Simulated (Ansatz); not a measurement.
# Ni (Fm-3m): equation of state

Program: Ansatz 0.2.0. Level of theory: DFT r²SCAN, scalar-relativistic, plane waves, PAW. These are calculated values, not measurements.

## 1. The structure to begin with

Symmetry: Fm-3m, No. 225, cubic system. The conventional cell has a = 3.478 Å, b = 3.478 Å, c = 3.478 Å, α = 90.00°, β = 90.00°, γ = 90.00°. Around Ni (site symmetry m-3m) lie 12 Ni at 2.46 Å.

Coordinates:

```xyz
1
Lattice="0.0000 1.7392 1.7392 1.7392 0.0000 1.7392 1.7392 1.7392 0.0000" Properties=species:S:1:pos:R:3 pbc="T T T"
Ni    0.0000    0.0000    0.0000
```

An earlier run at r²SCAN left this cell at 10.522 Å³/atom and 0.00 GPa (22×22×22 mesh).

Volume factors to run: 0.980, 1.020, 0.960, 1.040.

## 2. Volume × 0.980

input.yaml reads:

```yaml
crystal:
  lattice:
    - [0.0, 1.7275387685, 1.7275387685]
    - [1.7275387685, 0.0, 1.7275387685]
    - [1.7275387685, 1.7275387685, 0.0]
  atoms:
    - { symbol: Ni, position: [0.0, 0.0, 0.0], spin: 0.9 }
basis:
  ecutwfc: 500
  ecutrho_ratio: 4
kpoints:
  mp_grid: { grid: [22, 22, 22] }
hamiltonian:
  xc: r2scan
scf:
  occupations: { method: gaussian, width: 0.05 }
output:
  forces: true
  stress: true
  eigenvalues: true
  populations: true
magnetization:
  spin_polarized: true
```

On the command line:

```sh
$ ansatz run input.yaml --threads 1 --pin off --max-ram 2560MiB --backend cpu --events-out ev --progress --plain --runs-dir out
```

**Question.** How long does this run take on 1 thread of Intel Xeon 6975P-C (Granite Rapids), shared host, and how much memory does it need?

About 13 s, with a peak of 0.45 GiB.
